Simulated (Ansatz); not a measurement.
# CH₅AsSi (SMILES [SiH2]=C[AsH2]): one structure at several levels

One table from this session's results is given with a row withheld; the runs are named, their logs left out.

Computed with Ansatz 0.2.0, Gaussian basis. Level: single points in def2-TZVPP.

Cores are frozen in the correlated methods. Filled d shells of the heavier atoms are correlated.

**The starting structure**

SMILES `[SiH2]=C[AsH2]`, 8 atoms, charge 0, spin multiplicity 1.

Atoms are counted from 1 here; the program's logs count them from 0.

Bond lengths: Si1–C2 1.740 Å, Si1–H4 1.673 Å, Si1–H5 1.604 Å, C2–As3 1.966 Å, C2–H6 1.072 Å, As3–H7 1.614 Å, As3–H8 1.595 Å. Angles: C2–Si1–H4 118.9°, C2–Si1–H5 130.7°, H4–Si1–H5 110.2°, Si1–C2–As3 126.5°, Si1–C2–H6 117.6°, As3–C2–H6 115.7°, C2–As3–H7 103.8°, C2–As3–H8 100.7°, H7–As3–H8 80.7°.

As a file:

```
Si   -1.07310    0.93020   -0.18060
C     0.63400    0.59640   -0.14930
As    1.47910   -1.15380    0.15000
H    -2.14870   -0.32610    0.07270
H    -1.86620    2.31470   -0.34460
H     1.30490    1.42790   -0.23380
H     0.75490   -1.70720    1.48180
H     0.40470   -2.12060   -0.52510
```

The first run:

File run/in.yaml:

```yaml
crystal:
  periodic: [false, false, false]
  atoms:
    - {symbol: Si, position_ang: [-1.073100, 0.930200, -0.180600]}
    - {symbol: C, position_ang: [0.634000, 0.596400, -0.149300]}
    - {symbol: As, position_ang: [1.479100, -1.153800, 0.150000]}
    - {symbol: H, position_ang: [-2.148700, -0.326100, 0.072700]}
    - {symbol: H, position_ang: [-1.866200, 2.314700, -0.344600]}
    - {symbol: H, position_ang: [1.304900, 1.427900, -0.233800]}
    - {symbol: H, position_ang: [0.754900, -1.707200, 1.481800]}
    - {symbol: H, position_ang: [0.404700, -2.120600, -0.525100]}
basis:
  gaussian: {orbitals: def2-TZVPP}
correlation: {method: ccsd_t}
output: {forces: true}
```

No record of the launch command was kept for these runs.

Among the steps run: CCSD(T)/def2-TZVPP; PBE0-D4/def2-TZVPP; wB97M-V/def2-TZVPP; r2SCAN-D4/def2-TZVPP; PBE-D4/def2-TZVPP; wB97X-V/def2-TZVPP; B97M-V/def2-TZVPP.

One of the session's tables, all rows but one given; the rest of the session is left out.

| method | RMS force component (eV/Å) | angle to CCSD(T) forces (°) | dipole (D) |
| --- | --- | --- | --- |
| CCSD(T) | 0.971 | reference | 1.47 |
| PBE0-D4 | 0.926 | 9.4 | 1.60 |
| wB97M-V | 0.990 | 11.6 | 1.69 |
| r2SCAN-D4 | 0.917 | 7.0 | 1.48 |
| PBE-D4 | ? | ? | ? |
| wB97X-V | 0.994 | 12.2 | 1.86 |
| B97M-V | 0.872 | 10.1 | 1.37 |

Estimate the missing values for PBE-D4.

The run gave: RMS force component (eV/Å): 0.835; angle to CCSD(T) forces (°): 9.3; dipole (D): 1.33. In the column «RMS force component (eV/Å)» it is the lowest.
